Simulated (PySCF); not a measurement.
# C2H10OSi2: the cost of one run

Computed with PySCF 2.14.0 and routines of our own; the level stands in each step. Atoms count from 0.

## (1) The system as given

15 atoms, charge 0, multiplicity 1; geometry from: GFN2-xTB.

## (2) Magnetic properties: GIAO B3LYP/pcSseg-1

Job settings and geometry (Å):

```
{"job": {"kind": "mag", "xc": "B3LYP", "basis": "pcSseg-1", "isotopologues": 2}, "charge": 0, "multiplicity": 1}
C      1.429062    -1.008836    -0.928278
Si     0.186471     0.403918    -0.615593
C      0.974970     1.593924     0.649928
Si    -1.879922    -0.366395     0.063769
O     -1.551243    -1.150206     1.458821
H      1.057446    -1.698999    -1.680158
H      2.388257    -0.633057    -1.274056
H      1.607311    -1.579492    -0.020943
H      0.053071     1.151003    -1.886817
H      1.135782     1.097839     1.603463
H      0.334841     2.452601     0.832069
H      1.936191     1.967899     0.307134
H     -2.551968    -1.307964    -0.846661
H     -2.894442     0.663554     0.341783
H     -2.230242    -1.577799     1.973626
```

Level: GIAO B3LYP/pcSseg-1 magnetisability, rotational g tensor and spin-rotation constants, non-relativistic, gas phase.

Started as:

```bash
$ OMP_NUM_THREADS=1 python excited_run.py task.json out
```

This one command runs all jobs of the session in turn.

**Question.** How long does this first job take on 1 thread of Arm Neoverse N1, shared host, and how much memory does it need?

About 40 s, with a peak of 0.74 GiB.
